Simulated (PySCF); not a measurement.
# C₂H₇F₂GeP: electronic excitations

Aim: predict the electronic excitations of C₂H₇F₂GeP (`FC(F)[CH2][GeH2][PH2]`).

Computed with PySCF 2.14.0, with density-fitted response routines of our own, on a single molecule in the gas phase. Atoms are numbered from 0 throughout.

## (1) The molecule as given

13 atoms, charge 0, multiplicity 1; geometry from: GFN2-xTB.

Bonds of the start (Å): F0–C1 1.36, C1–F2 1.36, C1–C3 1.50, C3–Ge4 2.01, Ge4–P5 2.30, C1–H6 1.10, C3–H7 1.09, C3–H8 1.09, Ge4–H9 1.51, Ge4–H10 1.51, P5–H11 1.39, P5–H12 1.39.

## (2) Ultraviolet spectrum: PBE0/def2-SVPD

Job settings and geometry (Å):

```
{"job": {"kind": "uv", "xc": "PBE0", "basis": "def2-SVPD", "nstates": 8, "ntriplets": 3}, "charge": 0, "multiplicity": 1}
F     -0.500368     0.966585     1.544875
C     -1.324089     0.718673     0.490849
F     -1.033892     1.687169    -0.421832
C     -1.027747    -0.632457    -0.090014
Ge     0.784570    -0.570325    -0.957074
P      2.586322     0.067895     0.317186
H     -2.357962     0.880685     0.833504
H     -1.784309    -0.875893    -0.831508
H     -1.072265    -1.373522     0.705845
H      0.635729     0.268016    -2.199994
H      0.989933    -1.980713    -1.469102
H      2.047489    -0.474930     1.476376
H      2.052200     1.319304     0.583161
```

With the program's defaults for keys left out, this is: TDDFT PBE0/def2-SVPD, vertical, gas phase, core orbitals frozen in the response.

The run is started by

```sh
> OMP_NUM_THREADS=1 python probes_run.py task.json out
```

One launch serves the whole session: the jobs run in the order shown.

Log:

```text
coarse grid: 52096 points
cycle   1  E = -2697.1537493770  dE = -1.147e-01  |g| = 7.104e-01  |ddm| = 4.169e+00
cycle   2  E = -2697.0945568599  dE =  5.919e-02  |g| = 9.528e-01  |ddm| = 1.367e+00
cycle   3  E = -2697.2343368573  dE = -1.398e-01  |g| = 7.791e-02  |ddm| = 7.738e-01
cycle   4  E = -2697.2351968628  dE = -8.600e-04  |g| = 2.875e-02  |ddm| = 8.638e-02
cycle   5  E = -2697.2353399308  dE = -1.431e-04  |g| = 4.417e-03  |ddm| = 3.401e-02
cycle   6  E = -2697.2353450720  dE = -5.141e-06  |g| = 1.368e-03  |ddm| = 8.977e-03
final grid: 108192 points
cycle   7  E = -2697.2353326686  dE =  5.341e-08  |g| = 1.553e-03  |ddm| = 7.962e-03
cycle   8  E = -2697.2353323148  dE =  3.538e-07  |g| = 1.921e-03  |ddm| = 5.218e-03
cycle   9  E = -2697.2353334181  dE = -1.103e-06  |g| = 1.792e-04  |ddm| = 2.767e-03
cycle  10  E = -2697.2353334254  dE = -7.229e-09  |g| = 2.230e-05  |ddm| = 2.127e-04
cycle  11  E = -2697.2353334254  dE = -8.367e-11  |g| = 5.414e-06  |ddm| = 2.299e-05
converged SCF energy = -2697.2353334254

Static polarisability (au): isotropic 84.532, principal 72.088 81.665 99.844

Singlet excitations
state   eV       nm        f      main configurations
  1   6.6139    187.5   0.13277   H->L 0.91
  2   6.7520    183.6   0.01730   H->L+2 0.62, H->L+1 0.19, H->L+3 0.15
  3   6.8595    180.7   0.11950   H->L+1 0.52, H->L+2 0.33, H->L+3 0.12
  4   7.2622    170.7   0.02611   H->L+3 0.65, H->L+1 0.21
  5   7.6964    161.1   0.01386   H->L+4 0.79
  6   7.8493    158.0   0.14463   H-1->L 0.79
  7   7.9851    155.3   0.01739   H->L+5 0.52, H->L+6 0.15, H-1->L+2 0.12
  8   8.0625    153.8   0.04023   H-2->L 0.81

Triplet excitations (Tamm-Dancoff, eV): 5.3627 5.8625 6.5720
```

Run time: 40 s. Hardware: 1 thread of Arm Neoverse V1, shared host; peak memory 0.86 GiB.

The orbitals next to the gap, with their largest atomic shares:

| orbital | eV | atoms |
| --- | --- | --- |
| HOMO−3 | -9.57 | P5 32 %, Ge4 20 %, C3 15 % |
| HOMO−2 | -9.29 | Ge4 37 %, H9 24 %, H10 17 % |
| HOMO−1 | -8.86 | Ge4 29 %, P5 19 %, H10 14 % |
| HOMO | -7.53 | P5 61 %, Ge4 12 %, C3 8 % |
| LUMO | 0.02 | P5 36 %, Ge4 26 %, C3 9 % |
| LUMO+1 | 0.43 | Ge4 25 %, P5 14 %, C3 13 % |
| LUMO+2 | 0.60 | P5 38 %, Ge4 21 %, H11 19 % |

With each of the 8 states as a Gaussian band of 0.4 eV half-width at 1/e, the curve within the window shown has maxima at 184 nm (ε 10,000), 157 nm (ε 8,400) L/(mol cm). Beyond the last state computed it falls off for lack of states. The curve at chosen wavelengths:

| nm | ε (L/mol/cm) |
| --- | --- |
| 148 | 2382 |
| 150 | 3975 |
| 153 | 6588 |
| 155 | 7864 |
| 157 | 8360 |
| 159 | 8012 |
| 162 | 6438 |
| 164 | 5255 |
| 166 | 4368 |
| 169 | 3987 |
| 171 | 4412 |
| 173 | 5289 |
| 175 | 6465 |
| 178 | 8353 |
| 180 | 9384 |
| 182 | 10027 |
| 184 | 10179 |
| 187 | 9475 |
| 189 | 8502 |
| 191 | 7283 |
| 194 | 5317 |
| 196 | 4091 |
| 198 | 3025 |
| 200 | 2154 |
| 203 | 1210 |
| 205 | 790 |

Leading natural transition orbitals of singlet state 6: the hole lies on H10 26 %; Ge4 20 %; P5 18 %; the particle on P5 24 %; H9, H10 about 17 % each; Ge4 15 %.

Leading natural transition orbitals of singlet state 1: the hole lies on P5 59 %; H11, H12 about 10 % each; C3 8 %; the particle on P5 23 %; Ge4 15 %; H9, H10 about 14 % each.

Ground-state properties from the same run:

| property | computed |
| --- | --- |
| dipole moment (D) | 2.32 |
| polarisability (Å³) | 12.53 |
| HOMO–LUMO gap (eV) | 7.55 |
| −ε(HOMO) (eV) | 7.53 |

The fields below are evaluated on a grid from the run's orbitals.

Frontier orbitals at PBE0/def2-SVPD, with the share of their density that lies nearest to each atom:

| orbital | energy (eV) | lies on |
| --- | --- | --- |
| HOMO | -7.53 | P5 60 %; Ge4 9 %; H11, H12 about 8 % each |
| LUMO | 0.02 | P5 27 %; Ge4 17 %; H9, H10 about 14 % each |

ELF in a plane through or near 6 of the atoms.

Ten even steps from ' ' (0.00) to '@' (1.00):
```
                                                        
                                                        
                                                        
                                                        
                ....      ..::======..                  
      ..::::..::==++--    --**%%%%##::                  
  ..==**##**++**####++    **%%##**##....==%%%%..        
  ++##@@@@%%::..++##==    ==######**==##@@@@@@##..      
  ##@@@@@@==%%**::--==::      ::==----@@@@@@@@%%..      
  ##@@@@@@%%::==..**##==--....++%%++++%%@@@@@@++        
  --##@@@@@@%%%%%%##::....++%%****%%++::                
    ::**##**++++++----##==--%%**::****==                
              ..--::::++--::****%%@@@@@@%%--            
              ::##%%**--::::::--##@@@@@@@@++            
            ::##@@@@@@@@%%::    ..%%@@@@++..            
            ::##@@@@@@@@%%..      ..--::                
              ::##%%@@##==                              
                  ..::..                                
                                                        
                                                        
```
The map spans 10.2 Å across and 9.7 Å up, centred on the molecule. Atoms in the plane (x, y in Å): F0 (0.7, 1.7), C1 (1.4, 0.6), Ge4 (-0.9, -1.0), P5 (-2.5, 0.7), H6 (2.5, 0.8), H7 (1.6, -1.5).

On the surface of density 0.002 e/bohr³ the electrostatic potential runs, from the 1st to the 99th percentile, from -0.75 V near P5 to 1.23 V near H6.

## (3) What came out

| quantity | value |
| --- | --- |
| lowest singlet (PBE0/def2-SVPD) | 6.61 eV (187 nm), f = 0.133 |
| brightest single state of those computed | state 6, 7.85 eV, f = 0.145 |
| lowest triplet | 5.36 eV |
| surface potential, 1st and 99th percentile | -0.75 V and 1.23 V |

What this shows: The lowest singlet, at 6.61 eV, is HOMO→LUMO 0.91 and is bright; of the 8 states computed, the strongest absorption comes from state 6 at 7.85 eV. The lowest triplet lies 1.25 eV below the lowest singlet (triplets in Tamm-Dancoff, singlets in full TDDFT). States above −ε(HOMO) lie where TDDFT describes them poorly and they hang on the basis; the brightest is among them.
